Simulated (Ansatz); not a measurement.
## PtSe2, space group P-3m1: a phonon calculation by linear response

Computed with the Python package of Ansatz (0.2.0).

The script, `dfpt_ptse2.py`:
```python
"""DFPT phonons of PtSe2."""

from pathlib import Path
import logging
import sys
import warnings

import ansatz as az
import numpy as np

logging.basicConfig(stream=sys.stdout, format="%(levelname)s %(message)s")
log = logging.getLogger("calc")
log.setLevel(logging.INFO)

warnings.simplefilter("ignore", az.DeckWarning)

structure = (
    az.Lattice.of((3.724, 0.0, 0.0), (-1.862, 3.225079, 0.0), (0.0, 0.0, 5.062))
    .atom("Pt", (0.0, 0.0, 0.0))
    .atom("Se", (1 / 3, 2 / 3, 0.25))
    .atom("Se", (2 / 3, 1 / 3, 0.75))
)

calculation = structure.calculation()
calculation = calculation.functional("pbe")
calculation = calculation.occupations("cold", width=50 * az.meV).kpoints(10, 10, 6)
calculation = calculation.phonons("dfpt", points=[(0, 0, 0), (0.5, 0, 0.5), (0, 0, 0.5)])
done = calculation.run(runs_dir="runs")
ph = done.phonons

for q in ph.qpoints:
    thz = np.asarray(q.omega_inv_cm) / 33.35641
    print("q = ({:.2f}, {:.2f}, {:.2f})".format(*q.q_frac), np.round(thz, 2) + 0.0, "THz")
```

```console
$ python dfpt_ptse2.py
q = (0.00, 0.00, 0.00) [0.   0.   0.   5.39 5.39 6.13 6.75 6.75 6.83] THz
q = (0.50, 0.00, 0.50) [2.45 2.79 4.75 4.8  5.06 6.48 6.52 6.68 7.01] THz
q = (0.00, 0.00, 0.50) [1.   1.   1.14 5.47 5.47 6.2  7.06 7.19 7.19] THz
```

Notes:
- The cell isn't relaxed first, so the values belong to this volume.
- Of the deposited cell: the entry's cell lengths or inner coordinates differ somewhat from later room-temperature determinations.
- Spin-orbit coupling, which matters for elements this heavy, is left out.
- The starting cell is as deposited in a crystallographic database; the results hold for this polymorph, which needn't be the stable one.
- The structure is taken as given; imaginary modes can come from an unrelaxed or unstable start. Phonons of metals also depend on mesh and smearing.
- The whole script took 7.6 min on 1 thread of Arm Neoverse V1, on a shared host, peak memory 1.6 GiB.
